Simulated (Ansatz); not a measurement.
I need a check of forces and pressure against finite differences of ZnRe (distorted cell). Use Ansatz's Python interface. Level of theory (first run): revPBE, PAW, cutoff 540 eV, 8×8×5 k-points, Fermi-Dirac smearing of 0.02 eV.

```
CELL_PARAMETERS angstrom
2.75904 0.01149 -0.00274
-1.36957 2.36435 -0.00205
-0.00448 -0.00647 4.51354
ATOMIC_POSITIONS crystal
Zn 0.00775 0.01300 0.05140
Re 0.37585 0.70584 0.52514
```

The script, `run_fdcheck.py`:
```python
"""Forces and pressure of ZnRe against finite differences of the energy, distorted."""

import ansatz as az
import numpy as np

VECTORS = np.array([
    [2.75904, 0.01149, -0.00274],
    [-1.36957, 2.36435, -0.00205],
    [-0.00448, -0.00647, 4.51354],
])
SITES = [
    ("Zn", [0.00775, 0.013, 0.0514]),
    ("Re", [0.37585, 0.70584, 0.52514]),
]


def make_crystal(cell):
    crystal = az.Crystal(lattice=az.Lattice.of(cell))
    for symbol, position in SITES:
        crystal = crystal.atom(symbol, position)
    return crystal

def solve(crystal):
    return (
        crystal.calculation()
        .mixing("anderson")
        .functional("revpbe")
        .occupations("fermi_dirac", width=0.02)
        .basis(540, xc_grid=2)
        .kpoints(8, 8, 5)
        .scf(tolerance=1e-09)
        .forces()
        .stress()
        .run(threads=1)
    ).report


centre = solve(make_crystal(VECTORS))
start = make_crystal(VECTORS)
# central difference: F = -(E(+h) - E(-h)) / 2h
print(f"force on atom 0 along x: analytic {centre['forces_ev_ang'][0][0]:.4f} eV/A")
for h in (0.005, 0.02):
    shift = np.eye(3)[0] * h @ np.linalg.inv(VECTORS)
    plus, minus = (solve(start.move(0, to=np.array(SITES[0][1]) + sign * shift))["lagrangian_ev"] for sign in (1, -1))
    print(f"  step {h} A: numerical {-(plus - minus) / (2 * h):.4f} eV/A")
# P = -dF/dV; the difference feels the change of the plane-wave count with the cell
volume = abs(np.linalg.det(VECTORS))
larger, smaller = (solve(make_crystal(VECTORS * (1 + sign * 0.005) ** (1 / 3)))["lagrangian_ev"] for sign in (1, -1))
numerical = -(larger - smaller) / (0.01 * volume) * 160.21766
print(f"pressure: analytic {np.trace(centre['stress_gpa']) / 3:.3f}, numerical {numerical:.3f} GPa")
```

```console
$ python run_fdcheck.py
DeckWarning: output.stress: scf.convergence.dr2_threshold = 1e-9 eV is looser than the 2e-10 eV advised for a printed stress (1e-10 eV for each atom of the cell: 2). What an SCF threshold leaves in a [...]
force on atom 0 along x: analytic 0.1149 eV/A
  step 0.005 A: numerical 0.1149 eV/A
  step 0.02 A: numerical 0.1150 eV/A
pressure: analytic 1.998, numerical 2.001 GPa
```
(Warnings from the package without file and line, shortened.)

The settings weren't tested for convergence. For a metal this k-point mesh is coarse: on a finer one energies can move by several to tens of meV an atom and pressures by half a GPa or more, differences at one mesh by less. Pressure is positive in compression. Spin-orbit coupling, which matters for elements this heavy, is left out. The cell is a database structure, distorted on purpose. The central difference errs as the square of the step, so the shorter step is the fairer test; what remains comes from the finite grid and the SCF threshold. Wall time of the script: 87 s on 1 thread of Arm Neoverse V2, on a shared host, peak memory 0.49 GiB.
